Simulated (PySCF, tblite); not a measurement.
# C8H10BN: geometry, infrared bands and NMR shifts

Aim: predict the infrared bands and NMR shifts of C8H10BN (`CC#C[BH2-][N+]#CCC#CC`).

The runs use tblite 0.8.0 and PySCF 2.14.0, with density-fitted response routines of our own; the level of theory stands in each step. All values are computed, except where a source is named. Atoms count from 0, in the outputs and in this text.

## Step 1: Starting geometry

20 atoms, charge 0, multiplicity 1; geometry from: force field or distance geometry start.

Bonds of the start (Å): C0–C1 1.46, C1–C2 1.23, C2–B3 1.54, B3–N4 1.49, N4–C5 1.16, C5–C6 1.49, C6–C7 1.48, C7–C8 1.22, C8–C9 1.46, C0–H10 1.11, C0–H11 1.13, C0–H12 1.09, B3–H13 1.21, B3–H14 1.20, C6–H15 1.11, C6–H16 1.09, C9–H17 1.11, C9–H18 1.13, C9–H19 1.11.

## Step 2: Geometry optimisation with GFN2-xTB

What the job is given:

```
{"job": {"kind": "relax", "xc": "GFN2-xTB", "basis": "xTB"}, "charge": 0, "multiplicity": 1}
C     -4.885100    -1.022000    -1.300500
C     -3.816000    -0.397000    -0.521100
C     -2.911400     0.088500     0.154400
B     -1.779700     0.738000     0.965200
N     -0.525800     0.119000     0.453400
C      0.436400    -0.366400     0.020400
C      1.684900    -0.961900    -0.524500
C      2.874200    -0.208600    -0.068200
C      3.844700     0.418300     0.313600
C      4.986000     1.201900     0.783200
H     -4.936400    -0.458600    -2.255200
H     -5.846400    -0.876200    -0.718700
H     -4.670800    -2.083300    -1.392000
H     -1.903700     0.510500     2.143600
H     -1.766600     1.933600     0.867300
H      1.738800    -1.968500    -0.055400
H      1.654700    -0.941500    -1.609300
H      5.402900     1.802900    -0.052300
H      4.687000     1.965700     1.557300
H      5.727300     0.516400     1.235800
```

Run with:

```
$ OMP_NUM_THREADS=1 python probes_run.py task.json out
```

This one command runs all jobs of the session in turn.

**Question.** This job is followed by: GFN2-xTB harmonic vibrations, gas phase; GIAO PBE0/pcSseg-1 NMR shielding, non-relativistic, gas phase. What will the session give for the following? strongest single infrared mode (GFN2-xTB); zero-point energy (GFN2-xTB); ¹³C shifts against TMS (PBE0/pcSseg-1); ¹H shifts against TMS (PBE0/pcSseg-1, means over atoms taken as alike); ¹¹B shifts against BF3·OEt2 (PBE0/pcSseg-1); ¹⁵N shifts against NH3 (PBE0/pcSseg-1); surface potential, 1st and 99th percentile.

**Answer**, as computed:

```
                                                              quantity                                              value
                             strongest single infrared mode (GFN2-xTB)                              2416 cm⁻¹, 215 km/mol
                                          zero-point energy (GFN2-xTB)                                      94.4 kcal/mol
                                ¹³C shifts against TMS (PBE0/pcSseg-1)  115.5, 96.3, 95.6, 91.5, 69.1, 10.9, 6.3, 4.4 ppm
¹H shifts against TMS (PBE0/pcSseg-1, means over atoms taken as alike)                         3.68, 2.44, 2.08, 1.93 ppm
                           ¹¹B shifts against BF3·OEt2 (PBE0/pcSseg-1)                                          -40.1 ppm
                                ¹⁵N shifts against NH3 (PBE0/pcSseg-1)                                          235.0 ppm
                                 surface potential, 1st and 99th percentile                                 -1.87 V and 1.86 V
```

Over 53 steps the energy fell by 0.373 eV; of the close pairs, C5–C6 changed most, 1.487 to 1.440 Å. The lowest mode is imaginary (21i cm⁻¹), so the xTB geometry is not a minimum. The strongest single mode, at 2416 cm⁻¹, moves mainly H13 and H14. Unscaled tight-binding wavenumbers are off by several per cent, some by more. Its intensities can rank the bands wrongly. At PBE0/pcSseg-1: The widest tensor belongs to N4: span 440 ppm, with a paramagnetic part of -302 ppm. By nearest atom (PBE0/pcSseg-1), the HOMO sits on C1, C2 about 36 % each; H13, H14 about 8 % each and the LUMO on C5 34 %; N4 27 %.
